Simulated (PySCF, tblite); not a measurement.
# C₄H₁₃BO: dynamics, then NMR shifts on frames

How do NMR shifts of C₄H₁₃BO (`[BH3-][O+](C)CCC`) change as the atoms move?

The runs use tblite 0.8.0 and PySCF 2.14.0, with density-fitted response routines of our own; the level of theory stands in each step. All values are computed, except where a source is named. Atoms count from 0, in the outputs and in this text.

**1. The starting structure**

19 atoms, charge 0, multiplicity 1; geometry from: GFN2-xTB.

Bonds of the start (Å): B0–O1 1.66, O1–C2 1.41, O1–C3 1.42, C3–C4 1.53, C4–C5 1.52, B0–H6 1.19, B0–H7 1.19, B0–H8 1.19, C2–H9 1.09, C2–H10 1.09, C2–H11 1.09, C3–H12 1.10, C3–H13 1.09, C4–H14 1.09, C4–H15 1.09, C5–H16 1.09, C5–H17 1.09, C5–H18 1.09.

**2. Dynamics with GFN2-xTB**

What the job is given:

```
{"job": {"kind": "md", "xc": "GFN2-xTB", "basis": "xTB", "temperature": 200, "steps": 2000, "every": 50, "frames": 5}, "charge": 0, "multiplicity": 1}
B     -2.057309     1.357736    -0.029241
O     -1.007833     0.205498     0.538033
C     -1.592906    -1.081717     0.486755
C      0.246471     0.279803    -0.131410
C      1.356503    -0.483597     0.590315
C      2.718583    -0.128881     0.005255
H     -2.245781     1.099256    -1.177684
H     -3.017268     1.233944     0.655242
H     -1.483385     2.381413     0.143232
H     -1.727480    -1.414282    -0.547696
H     -0.977235    -1.800428     1.031760
H     -2.568070    -1.004618     0.961462
H      0.141237    -0.071720    -1.166868
H      0.492560     1.342877    -0.155373
H      1.204491    -1.561566     0.503021
H      1.330775    -0.220287     1.649892
H      2.919499     0.933528     0.115877
H      2.754507    -0.375142    -1.053322
H      3.502838    -0.682566     0.514631
```

Method: GFN2-xTB Langevin dynamics, gas phase.

Run with:

```console
$ OMP_NUM_THREADS=1 python probes_run.py task.json out
```

This one command runs all jobs of the session in turn.

The log of the run:

```text
t/fs     T/K      E/eV
    0.0   162.5   -557.44476
   25.0   125.3   -557.20279
   50.0   155.1   -557.22749
   75.0   146.6   -557.19427
  100.0   128.8   -557.09051
  125.0   145.9   -557.05531
  150.0   166.4   -557.12952
  175.0   173.6   -557.03158
  200.0   152.5   -556.96537
  225.0   188.6   -557.05250
  250.0   202.2   -557.12508
  275.0   154.0   -557.12156
  300.0   143.0   -557.13828
  325.0   191.7   -557.11014
  350.0   175.8   -557.04672
  375.0   191.3   -556.98428
  400.0   146.1   -556.91645
  425.0   197.3   -557.05692
  450.0   240.2   -556.93245
  475.0   285.9   -556.99420
  500.0   240.5   -557.00558
  525.0   240.6   -556.90513
  550.0   170.3   -556.72350
  575.0   275.9   -557.05969
  600.0   250.1   -557.09348
  625.0   187.3   -556.96206
  650.0   240.6   -556.91135
  675.0   328.9   -556.93622
  700.0   230.1   -556.96094
  725.0   195.4   -556.97595
  750.0   138.1   -557.00459
  775.0   150.5   -557.01152
  800.0   187.9   -557.10484
  825.0   195.5   -557.08093
  850.0   158.7   -557.07436
  875.0   174.9   -557.09123
  900.0   178.8   -557.08070
  925.0   195.3   -556.94214
  950.0   290.0   -557.10141
  975.0   195.2   -556.91249
 1000.0   241.5   -557.05526
```

Wall time 15 s (1 thread of Arm Neoverse N1, shared host); peak memory 0.18 GiB.

Distance from the start (root mean square after alignment): 0 fs 0.00 Å, 200 fs 0.26 Å, 400 fs 0.21 Å, 600 fs 0.19 Å, 800 fs 0.40 Å, 1000 fs 0.19 Å.

Positions (Å) and forces (eV/Å) at 1000 fs:

```xyz
19

B    -1.597    1.970    0.126   -0.475   -0.504   -0.656
O    -0.795    0.558    0.457    1.114   -0.187    0.395
C    -1.411   -0.474   -0.280   -0.584   -0.815    1.133
C     0.652    0.740    0.224   -0.549    0.049   -0.257
C     1.556   -0.465    0.570   -0.936   -0.401    1.393
C     3.034   -0.290    0.350    0.081    0.987   -1.016
H    -1.498    2.062   -1.063   -0.025    0.157   -0.047
H    -2.723    1.735    0.453    0.231    0.135    0.115
H    -1.064    2.830    0.687    0.259    0.325    0.458
H    -1.282   -0.291   -1.320   -0.039   -0.091   -0.941
H    -1.076   -1.488    0.016    0.425    0.469   -0.150
H    -2.488   -0.496   -0.009    0.553    0.454   -0.299
H     0.791    1.066   -0.815   -0.012   -0.261   -0.127
H     0.862    1.620    0.829    0.229   -0.116    0.247
H     1.255   -1.318   -0.043   -0.298   -0.122    0.429
H     1.448   -0.634    1.679   -0.362   -0.335   -1.024
H     3.319    0.623    0.841    0.546    0.222    0.430
H     3.170   -0.102   -0.710    0.320   -0.055   -0.308
H     3.683   -1.121    0.625   -0.479    0.088    0.225
```

**3. NMR shieldings: 250 fs, PBE0/pcSseg-1**

What the job is given:

```
{"job": {"kind": "nmr", "xc": "PBE0", "basis": "pcSseg-1", "pop": false}, "charge": 0, "multiplicity": 1}
B     -2.267600     0.851800     0.317500
O     -1.199200    -0.365200     0.493800
C     -1.759700    -1.636700     0.303600
C      0.054900    -0.131900    -0.155200
C      1.188500    -0.951600     0.551400
C      2.503700    -0.466600     0.039900
H     -2.619700     0.835600    -0.824800
H     -3.146800     0.549300     1.076300
H     -1.670800     1.815700     0.589900
H     -2.066500    -1.821300    -0.709700
H     -1.036500    -2.366700     0.662200
H     -2.533800    -1.747300     1.052700
H     -0.000800    -0.375000    -1.194200
H      0.282100     0.922400    -0.016100
H      1.088300    -2.035200     0.402700
H      1.086000    -0.782900     1.635500
H      2.761400     0.506700     0.381300
H      2.565000    -0.474300    -1.122800
H      3.260300    -1.165100     0.395800
```

Level: GIAO PBE0/pcSseg-1 NMR shielding, non-relativistic, gas phase.

The log of the run:

```text
coarse grid: 14576 points
cycle   1  E = -259.8239958578  dE =  4.091e-01  |g| = 4.300e-01  |ddm| = 3.460e+00
cycle   2  E = -259.8283751268  dE = -4.379e-03  |g| = 4.421e-01  |ddm| = 7.944e-01
cycle   3  E = -259.8736747783  dE = -4.530e-02  |g| = 7.887e-02  |ddm| = 3.874e-01
cycle   4  E = -259.8746578457  dE = -9.831e-04  |g| = 2.938e-02  |ddm| = 5.889e-02
cycle   5  E = -259.8748201698  dE = -1.623e-04  |g| = 6.351e-03  |ddm| = 2.047e-02
cycle   6  E = -259.8748287298  dE = -8.560e-06  |g| = 1.863e-03  |ddm| = 6.183e-03
final grid: 137088 points
cycle   7  E = -259.9216836242  dE = -4.717e-05  |g| = 1.393e-02  |ddm| = 2.927e-02
cycle   8  E = -259.9216508850  dE =  3.274e-05  |g| = 1.963e-02  |ddm| = 1.869e-02
cycle   9  E = -259.9217211765  dE = -7.029e-05  |g| = 1.740e-03  |ddm| = 1.112e-02
cycle  10  E = -259.9217218724  dE = -6.959e-07  |g| = 1.768e-04  |ddm| = 1.562e-03
cycle  11  E = -259.9217218784  dE = -6.016e-09  |g| = 7.315e-05  |ddm| = 1.937e-04
cycle  12  E = -259.9217218798  dE = -1.421e-09  |g| = 1.543e-05  |ddm| = 7.500e-05
cycle  13  E = -259.9217218799  dE = -5.468e-11  |g| = 3.318e-06  |ddm| = 1.474e-05
converged SCF energy = -259.9217218799

GIAO shielding tensors (ppm)
atom      isotropic    diamagn.    paramagn.     s11        s22        s33       span
  0 B      101.067     189.541     -88.474     67.156     81.034    155.011     87.855
  1 O      312.055     399.834     -87.779    278.332    297.275    360.558     82.226
  2 C      129.326     245.861    -116.535     94.864    103.298    189.816     94.952
  3 C      103.407     250.750    -147.343     59.964     83.767    166.490    106.526
  4 C      159.416     251.059     -91.643    141.591    165.412    171.244     29.653
  5 C      174.007     244.612     -70.605    163.883    173.101    185.038     21.155
  6 H       28.644      31.220      -2.576     24.746     26.793     34.393      9.647
  7 H       28.609      31.211      -2.602     25.535     25.933     34.359      8.824
  8 H       29.001      31.884      -2.883     25.806     26.223     34.975      9.169
  9 H       28.938      29.648      -0.710     25.633     26.235     34.946      9.312
 10 H       28.305      31.235      -2.931     23.040     28.132     33.741     10.701
 11 H       27.929      29.099      -1.170     23.979     25.975     33.832      9.853
 12 H       28.868      34.657      -5.789     25.258     29.313     32.034      6.776
 13 H       27.730      33.773      -6.043     22.519     29.410     31.260      8.742
 14 H       29.595      32.383      -2.788     24.415     30.597     33.774      9.359
 15 H       29.888      32.228      -2.340     25.630     29.538     34.496      8.865
 16 H       31.098      29.844       1.253     26.649     28.955     37.689     11.040
 17 H       29.469      27.471       1.999     25.087     27.649     35.672     10.585
 18 H       30.179      26.930       3.249     25.175     27.741     37.622     12.448
```

Wall time 30 s (1 thread of Arm Neoverse N1, shared host); peak memory 0.77 GiB.

The references, computed at this level on geometries of the same kind, shield at (ppm): 1H TMS 31.72, 13C TMS 186.9, 17O H2O 336.1, 11B BF3·OEt2 100.1. Their shielding less the atom's gives the shift. The references are single molecules in the gas phase, so shifts against H2O, NH3, PH3, H3PO4 or CFCl3 are not on the usual liquid scales and can be off by tens of ppm. Each atom is listed at this fixed geometry, with no averaging over motion; a spectrum would average atoms that exchange fast.

| atoms | environment | σ (ppm) | δ (ppm) |
| --- | --- | --- | --- |
| C3 | sp3 CH2 bonded to O | 103.4 | 83.5 |
| C2 | methyl carbon bonded to O | 129.3 | 57.6 |
| C4 | sp3 CH2 | 159.4 | 27.5 |
| C5 | methyl carbon | 174.0 | 12.9 |
| H13 | hydrogen on an sp3 CH2 bonded to O | 27.73 | 3.99 |
| H11 | hydrogen on a methyl carbon bonded to O | 27.93 | 3.79 |
| H10 | hydrogen on a methyl carbon bonded to O | 28.30 | 3.41 |
| H7 | hydrogen on a boron bonded to O | 28.61 | 3.11 |
| H6 | hydrogen on a boron bonded to O | 28.64 | 3.07 |
| H12 | hydrogen on an sp3 CH2 bonded to O | 28.87 | 2.85 |
| H9 | hydrogen on a methyl carbon bonded to O | 28.94 | 2.78 |
| H8 | hydrogen on a boron bonded to O | 29.00 | 2.72 |
| H17 | hydrogen on a methyl carbon | 29.47 | 2.25 |
| H14 | hydrogen on an sp3 CH2 | 29.60 | 2.12 |
| H15 | hydrogen on an sp3 CH2 | 29.89 | 1.83 |
| H18 | hydrogen on a methyl carbon | 30.18 | 1.54 |
| H16 | hydrogen on a methyl carbon | 31.10 | 0.62 |
| B0 | boron bonded to O, 3 H | 101.1 | -1.0 |
| O1 | donor oxygen of a Lewis adduct | 312.1 | 24.0 |

**4. NMR shieldings: 425 fs, PBE0/pcSseg-1**

What the job is given:

```
{"job": {"kind": "nmr", "xc": "PBE0", "basis": "pcSseg-1", "pop": false}, "charge": 0, "multiplicity": 1}
B     -2.156200     0.747700     0.113500
O     -1.028900    -0.353200     0.786300
C     -1.615700    -1.634200     0.918000
C      0.121100    -0.361800    -0.037800
C      1.395600    -0.820200     0.729100
C      2.646400    -0.699400    -0.152000
H     -2.290500     0.364500    -0.990200
H     -3.114100     0.632400     0.831700
H     -1.542200     1.741100     0.321000
H     -1.928500    -2.080600    -0.063000
H     -0.859600    -2.312800     1.369600
H     -2.525900    -1.540600     1.540100
H     -0.034700    -1.111600    -0.817100
H      0.195100     0.588400    -0.480800
H      1.303900    -1.872200     1.005600
H      1.525700    -0.237400     1.582900
H      3.193600     0.173000     0.076100
H      2.389800    -0.847400    -1.188600
H      3.262000    -1.556600     0.082700
```

Level: GIAO PBE0/pcSseg-1 NMR shielding, non-relativistic, gas phase.

The log of the run:

```text
coarse grid: 14576 points
cycle   1  E = -259.8188641355  dE =  3.843e-01  |g| = 4.317e-01  |ddm| = 3.463e+00
cycle   2  E = -259.8224743088  dE = -3.610e-03  |g| = 4.469e-01  |ddm| = 7.818e-01
cycle   3  E = -259.8669900477  dE = -4.452e-02  |g| = 8.484e-02  |ddm| = 3.848e-01
cycle   4  E = -259.8681070178  dE = -1.117e-03  |g| = 3.057e-02  |ddm| = 6.288e-02
cycle   5  E = -259.8682881536  dE = -1.811e-04  |g| = 6.042e-03  |ddm| = 2.249e-02
cycle   6  E = -259.8682962120  dE = -8.058e-06  |g| = 1.695e-03  |ddm| = 6.219e-03
final grid: 137088 points
cycle   7  E = -259.9163272901  dE = -4.197e-05  |g| = 1.415e-02  |ddm| = 2.808e-02
cycle   8  E = -259.9162899224  dE =  3.737e-05  |g| = 2.051e-02  |ddm| = 1.899e-02
cycle   9  E = -259.9163652372  dE = -7.531e-05  |g| = 1.864e-03  |ddm| = 1.171e-02
cycle  10  E = -259.9163660345  dE = -7.973e-07  |g| = 1.720e-04  |ddm| = 1.664e-03
cycle  11  E = -259.9163660407  dE = -6.228e-09  |g| = 6.080e-05  |ddm| = 1.921e-04
cycle  12  E = -259.9163660418  dE = -1.024e-09  |g| = 1.375e-05  |ddm| = 6.650e-05
cycle  13  E = -259.9163660418  dE = -4.343e-11  |g| = 3.144e-06  |ddm| = 1.339e-05
converged SCF energy = -259.9163660418

GIAO shielding tensors (ppm)
atom      isotropic    diamagn.    paramagn.     s11        s22        s33       span
  0 B       92.450     192.054     -99.605     55.082     71.221    151.045     95.963
  1 O      310.698     398.573     -87.875    285.098    296.529    350.468     65.370
  2 C      117.468     245.951    -128.483     74.921     97.816    179.667    104.746
  3 C      106.018     250.017    -143.998     62.574     83.079    172.402    109.828
  4 C      167.968     248.654     -80.687    147.693    177.504    178.706     31.013
  5 C      182.527     245.709     -63.182    172.429    177.843    197.310     24.881
  6 H       28.517      32.220      -3.703     23.629     27.236     34.686     11.057
  7 H       28.196      31.607      -3.411     25.284     25.791     33.511      8.227
  8 H       28.163      32.088      -3.926     24.395     25.792     34.301      9.906
  9 H       28.075      29.335      -1.260     25.180     25.987     33.056      7.876
 10 H       27.567      29.745      -2.177     22.813     26.413     33.475     10.662
 11 H       27.232      28.285      -1.052     23.557     24.988     33.152      9.595
 12 H       29.035      34.784      -5.748     25.136     30.204     31.766      6.631
 13 H       28.240      34.566      -6.326     23.104     29.386     32.230      9.126
 14 H       29.913      32.492      -2.579     23.762     31.409     34.569     10.806
 15 H       31.287      33.119      -1.832     26.307     31.102     36.454     10.147
 16 H       31.249      29.594       1.655     26.223     28.861     38.662     12.439
 17 H       31.611      30.177       1.434     26.712     30.674     37.446     10.734
 18 H       30.850      27.851       2.998     25.395     28.889     38.265     12.870
```

It took 30 s on 1 thread of Arm Neoverse N1, shared host; peak memory 0.82 GiB.

This run: δ C3 80.9, C2 69.5, C4 19.0, C5 4.4, H11 4.48, H10 4.15 ppm.

[end of part 1 of 2]
